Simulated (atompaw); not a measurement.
**Nitrogen: generating and testing a PAW (atompaw) potential**

Task: generate the file, and judge it by its logarithmic derivatives, its ghosts and its cutoff.

The numbers are computed with atompaw 4.2.0.5 (LDA (PW92), non-relativistic, spin-unpolarised reference atom).

### Step 1. The atom and the settings

Typed settings, in words:

```
element                 : nitrogen (N, Z = 7)
type                    : PAW
frozen core             : [He]
valence charge          : 5
reference configuration : 2s1.75 2p3.25
partial waves           : 2s (bound): rc 2.20 bohr; 2s channel at -1.05 Ry: rc 1.25 bohr; 2p (bound): rc 2.15 bohr; 2p channel at 3.95 Ry: rc 2.20 bohr; 3d channel at 0.05 Ry: rc 2.20 bohr
local potential         : vpsmatchnc scheme with l = 3 at 0.5 Ry, radius 2.15 bohr
core correction         : smooth core density matched at 2.15 bohr
augmentation charge     : besselshape compensation charge, radius 2.15 bohr; PAW radius 2.20 bohr; waves and projectors: custom rrkj gramschmidtortho
```

### Step 2. Generating the potential

The input, N.input:

```
N 7
LDA-PW loggrid 1500 logderivrange -3 5 201
2 2 0 0 0 0
2 0 1.75
2 1 3.25
0 0 0
c
v
v
2
2.20 2.15 2.15 2.15
y
-1.05
n
y
3.95
n
y
0.05
n
custom rrkj gramschmidtortho besselshape
3 0.5 vpsmatchnc
2.20
1.25
2.15
2.20
2.20
PWSCFOUT
UPFDX 0.0125d0 UPFXMIN -7.d0 UPFZMESH 7.d0
END
```

On the command line:

```bash
$ atompaw < N.input > N.log
```

Before running it: what results should come out? Wanted: cutoffs for 10 and 1 mRy, occupied levels; bound ghosts; largest phase difference near zero energy, channels read; lowest eigenvalue of the overlap; share of valence orbitals outside the PAW sphere; UPF file.

As calculated:

| quantity | value |
| --- | --- |
| cutoffs for 10 and 1 mRy, occupied levels | 15 Ry and 18 Ry |
| bound ghosts | none found |
| largest phase difference near zero energy, channels read | 0.007 rad |
| lowest eigenvalue of the overlap (Bessel basis) | 0.080 (s) |
| share of valence orbitals outside the PAW sphere | 2s 9 %, 2p 16 % |
| UPF file | written |

It counts as soft on the atom at that tolerance, with 15 Ry needed at the looser tolerance. The slowest occupied level is 2p: taken alone it needs 15 Ry to come within 1 mRy, against 10 Ry for 2s. No bound ghost shows below the valence levels. Near zero energy the phases of the channels with partial waves agree within 0.007 rad. These are tests on the free atom; a crystal test is still owed.
